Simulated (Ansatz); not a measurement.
# Hf2Cu: the cost of one run

Method: DFT PBEsol, scalar-relativistic, in Ansatz 0.2.0.

### Step 1. The starting structure

The structure is tetragonal, space group I4/mmm (No. 139). The conventional cell has a = 3.170 Å, b = 3.170 Å, c = 11.133 Å, α = 90.00°, β = 90.00°, γ = 90.00°. Around Hf (site symmetry 4mm) lie 4 Cu at 2.86 Å and 8 Hf at 3.01 to 3.17 Å. Cu (site symmetry 4/mmm) is surrounded by 8 Hf at 2.86 Å and 4 Cu at 3.17 Å.

Structure file:

```cif
data_structure
_symmetry_space_group_name_H-M 'P 1'
_symmetry_Int_Tables_number 1
_cell_length_a 6.0009
_cell_length_b 6.0009
_cell_length_c 6.0009
_cell_angle_alpha 149.375
_cell_angle_beta 149.375
_cell_angle_gamma 43.860
_cell_volume 55.92
loop_
_atom_site_label
_atom_site_type_symbol
_atom_site_fract_x
_atom_site_fract_y
_atom_site_fract_z
_atom_site_occupancy
Hf1 Hf 0.34000 0.34000 0.00000 1
Hf2 Hf 0.66000 0.66000 0.00000 1
Cu1 Cu 0.00000 0.00000 0.00000 1
```

Atoms are numbered in the order of the input: Hf1, Hf2, Cu3.

### Step 2. Volume × 0.96, LAPW

File input.yaml:

```yaml
crystal:
  lattice:
    - [-1.5633318339, 1.5633318339, 5.4914157774]
    - [1.5633318339, -1.5633318339, 5.4914157774]
    - [1.5633318339, 1.5633318339, -5.4914157774]
  atoms:
    - { symbol: Hf, position: [0.34, 0.34, 0.0] }
    - { symbol: Hf, position: [0.66, 0.66, 0.0] }
    - { symbol: Cu, position: [0.0, 0.0, 0.0] }
kpoints:
  mp_grid: { grid: [16, 16, 16] }
  band_path:
    path:
      - [0.0, 0.0, 0.0]
      - [0.0, 0.0, 0.5]
      - [0.25, 0.25, 0.25]
      - [0.0, 0.5, 0.0]
      - [0.0, 0.0, 0.0]
      - [0.5, 0.5, -0.5]
      - [0.2702615981, 0.7297384019, -0.2702615981]
      - [-0.2702615981, 0.2702615981, 0.2702615981]
      - [0.0, 0.0, 0.0]
    npoints: 5
scf:
  occupations: { method: fermi_dirac, width: 0.03 }
hamiltonian:
  xc: pbesol
  pseudopotentials: { kind: all_electron, lapw: { basis_error: 0.001 } }
output:
  forces: true
  stress: true
  eigenvalues: true
```

Launch:

```bash
$ ansatz run input.yaml --threads 1 --pin off --max-ram 4096MiB --backend cpu --events-out ev --progress --plain --runs-dir out
```

**Question.** How long does this run take on 1 thread of Intel Xeon 6975P-C (Granite Rapids), shared host, and how much memory does it need?

About 3 min, with a peak of 2.1 GiB.
